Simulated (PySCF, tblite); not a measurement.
# C₆H₈O₃+ (doublet): geometry, infrared bands and EPR parameters

Aim: predict the infrared bands and EPR parameters of C₆H₈O₃+ (doublet) (`O=C1CCC[C@@H](C=[O+])O1`).

Programs: tblite 0.8.0 and PySCF 2.14.0, with density-fitted response routines of our own. Each step states its level of theory. These are calculated values for one molecule in the gas phase, unless marked as measured. Atoms count from 0, in the outputs and in this text.

**1. Starting geometry**

17 atoms, charge 1, multiplicity 2; geometry from: force field or distance geometry start.

Bonds of the start (Å): O0–C1 1.25, C1–C2 1.48, C2–C3 1.51, C3–C4 1.53, C4–C5 1.49, C5–C6 1.50, C6–O7 1.23, C5–O8 1.41, O8–C1 1.42, C2–H9 1.12, C2–H10 1.13, C3–H11 1.11, C3–H12 1.09, C4–H13 1.13, C4–H14 1.12, C5–H15 1.14, C6–H16 1.09.

**2. Geometry optimisation with GFN2-xTB**

Job settings and geometry (Å):

```
{"job": {"kind": "relax", "xc": "GFN2-xTB", "basis": "xTB"}, "charge": 1, "multiplicity": 2}
O     -0.975900     2.694900     0.586200
C     -0.694300     1.477900     0.606700
C     -1.676400     0.456500     0.170600
C     -0.944800    -0.437000    -0.803100
C      0.124400    -1.143400     0.032000
C      1.114700    -0.195700     0.620100
C      2.149400     0.093600    -0.427800
O      2.353800     1.269700    -0.719600
O      0.571600     1.022600     1.066800
H     -2.590000     0.912200    -0.277800
H     -1.920500    -0.143400     1.092400
H     -1.651000    -1.159800    -1.262800
H     -0.414800     0.181400    -1.533500
H      0.626000    -1.941800    -0.597700
H     -0.427800    -1.679300     0.847600
H      1.633400    -0.691100     1.502600
H      2.715000    -0.705300    -0.912600
```

Run with:

```sh
OMP_NUM_THREADS=1 python probes_run.py task.json out
```

This one command runs all jobs of the session in turn.

**Question.** This job is followed by: GFN2-xTB harmonic vibrations, gas phase; UKS B3LYP, pcH-1 on C H O, non-relativistic, mean-field spin-orbit, GIAO. What will the session give for the following? strongest single infrared mode (GFN2-xTB); zero-point energy (GFN2-xTB); g(iso) (B3LYP); ⟨S²⟩; largest a(iso).

As calculated:

| quantity | value |
| --- | --- |
| strongest single infrared mode (GFN2-xTB) | 1819 cm⁻¹, 245 km/mol |
| zero-point energy (GFN2-xTB) | 80.9 kcal/mol |
| g(iso) (B3LYP) | 2.00449 |
| ⟨S²⟩ | 0.757 (exact 0.75) |
| largest a(iso) | 1H on H16, 177.5 MHz |

Over 81 steps the energy fell by 0.989 eV; of the close pairs, C1–O8 changed most, 1.422 to 1.334 Å. No mode is imaginary among the 45: a minimum at this level. The strongest single mode, at 1819 cm⁻¹, moves mainly C6 and O7. Unscaled tight-binding wavenumbers are off by several per cent, some by more. Its intensities can rank the bands wrongly. The largest spin populations lie on O0 (0.32 e), O7 (0.28 e). The isotropic g lies 2.2 ppt above the free-electron value. The conformer search found further structures of the same energy, which may be mirror or relabelled copies of this one.
